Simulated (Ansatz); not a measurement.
**SnH₄O₂: ionisation energy by level of theory**

Aim: the vertical ionisation energy of SnH₄O₂, as cation minus neutral at the neutral's geometry, on several levels, and how well −ε(HOMO) stands in for it.

Method: unrestricted cation, the program's frozen cores in correlated methods; program: Ansatz 0.2.0, Gaussian basis.

The runs, in order: UKS PBE-D4/def2-TZVPP; UKS r2SCAN-D4/def2-TZVPP; UKS PBE0-D4/def2-TZVPP; UKS B3LYP-D4/def2-TZVPP; UKS wB97X-V/def2-TZVPP; UKS wB97M-V/def2-TZVPP; UKS B2PLYP/def2-TZVPP; UHF-CCSD(T)/def2-TZVPP; UHF-MP2/def2-QZVPP; extrapolation to the limit; then −ε(HOMO) from the neutral's earlier runs with LDA (SPW92), PBE-D4, revPBE-D4, BLYP-D4, r2SCAN-D4, B97M-V, PBE0-D4, B3LYP-D4, r2SCANh-D4, r2SCAN0-D4, HSE06-D4, BHLYP-D4, CAM-B3LYP-D4, LC-ωPBE, ωB97X-V, ωB97M-V.

## (1) Structure used throughout

The geometry comes from an earlier relaxation with PBE0-D4 in a triple-zeta def2 set; it is a stationary point, not always the lowest conformer. Sn takes the def2 core potential; no spin-orbit term is included.

SMILES `[OH][SnH2][OH]`, 7 atoms, charge 0, spin multiplicity 1.

Atoms are counted from 1 here; the program's logs count them from 0.

Bond lengths: O1–Sn2 1.962 Å, O1–H4 0.960 Å, Sn2–O3 1.962 Å, Sn2–H5 1.700 Å, Sn2–H6 1.699 Å, O3–H7 0.960 Å. Angles: Sn2–O1–H4 113.3°, O1–Sn2–O3 107.3°, O1–Sn2–H5 111.7°, O1–Sn2–H6 103.5°, O3–Sn2–H5 103.5°, O3–Sn2–H6 111.7°, H5–Sn2–H6 118.8°, Sn2–O3–H7 113.3°.

## (2) Cation, UKS PBE-D4/def2-TZVPP

in.yaml

```yaml
crystal:
  periodic: [false, false, false]
  atoms:
    - {symbol: O, position_ang: [-1.547418, -0.509612, -0.413721]}
    - {symbol: Sn, position_ang: [-0.003180, 0.529832, 0.206386]}
    - {symbol: O, position_ang: [1.588616, -0.593300, -0.027168]}
    - {symbol: H, position_ang: [-1.491796, -0.756300, -1.339820]}
    - {symbol: H, position_ang: [0.301186, 1.864357, -0.800952]}
    - {symbol: H, position_ang: [-0.343036, 0.804181, 1.848780]}
    - {symbol: H, position_ang: [1.556828, -1.407258, 0.480794]}
basis:
  gaussian: {orbitals: def2-TZVPP}
total_charge: 1
magnetization: {spin_polarized: true, initial_magnetization: 1}
hamiltonian: {xc: pbe, dispersion: d4}
```

Started as:

```sh
ansatz run in.yaml --threads 4 --pin off --events-out ev --progress --plain --max-ram 10444MiB
```

Further steps of the session: Cation, UKS r2SCAN-D4/def2-TZVPP; Cation, UKS PBE0-D4/def2-TZVPP; Cation, UKS B3LYP-D4/def2-TZVPP; Cation, UKS wB97X-V/def2-TZVPP; Cation, UKS wB97M-V/def2-TZVPP; Cation, UKS B2PLYP (frozen core)/def2-TZVPP; Cation, UHF-CCSD(T)/def2-TZVPP; Cation, UHF-MP2/def2-QZVPP.

**Question.** What will the summary of the whole plan be? Wanted: ionisation energy, CCSD(T)/CBS; nearest functional by difference; nearest −ε(HOMO); −ε(HOMO) of PBE; T1 of the cation.

**Answer**, as computed:

| quantity | value |
| --- | --- |
| ionisation energy, CCSD(T)/CBS | 11.36 eV |
| nearest functional by difference | B2PLYP (-0.26 eV) |
| nearest −ε(HOMO) | LC-ωPBE (-0.00 eV) |
| −ε(HOMO) of PBE | 6.83 eV |
| T1 of the cation | 0.036 |

What this shows: Energy differences with functionals land within 1.17 eV of the reference. −ε(HOMO) of PBE misses by 4.5 eV, since self-interaction lifts the level. Among orbital estimates LC-ωPBE comes nearest. Hartree-Fock falls 1.64 eV short, as the neutral has more correlation energy than the cation. The cation's T1 (from the report) is 0.036, near the customary mark of 0.045 for open shells, so the coupled-cluster value is less safe. Correlated methods include outer-core shells of Sn, which these sets cover unevenly. With outer-core shells in play the reference is unsure by up to some tenths of an eV, so close misses can't be ranked.
